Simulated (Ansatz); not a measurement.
GaGe3 under changes of volume

One of the cells (19.430 Å³/atom); the others are scaled copies at fixed shape and fractional positions:

```
CELL_PARAMETERS angstrom
0.00000 3.38717 3.38717
3.38717 0.00000 3.38717
3.38717 3.38717 0.00000
ATOMIC_POSITIONS crystal
Ge 0.50000 0.50000 0.50000
Ge 0.75000 0.75000 0.75000
Ge 0.25000 0.25000 0.25000
Ga 0.00000 0.00000 0.00000
```

The cell comes from a database or a generator and needn't be the stable form of this composition.

- Program: Ansatz 0.2.0
- Functional: PBE
- Potentials or basis: Ansatz PAW
- Cutoff: 420 eV (not typed: the program's choice for these potentials)
- k mesh: 7 × 7 × 7
- Occupations: fermi-dirac, width 0.05 eV
- Spin: no spin polarisation

```csv
volume (Å³/atom),energy over the lowest point (meV/atom),pressure (GPa)
18.264,11.03,3.8
18.653,3.72,2.2
19.042,0.19,0.8
19.430,0.00,-0.5
19.819,2.74,-1.6
20.208,8.08,-2.7
20.596,?,?
```

Question: What does the run at 20.596 Å³/atom give?

Answer: Energy over the lowest point 15.76 meV/atom; pressure -3.6 GPa.

Worked out: A Birch-Murnaghan fit of order 3 (a polynomial in V^(-2/3)) to the other rows has its minimum at 19.26 Å³/atom with B0 = V·E''(V) = 63 GPa and B' = 5.2. It gives 15.68 meV/atom at 20.596 Å³/atom, against the run's 15.76, and -dE/dV = -3.6 GPa, against -3.6.

Energies are extrapolated to zero smearing.
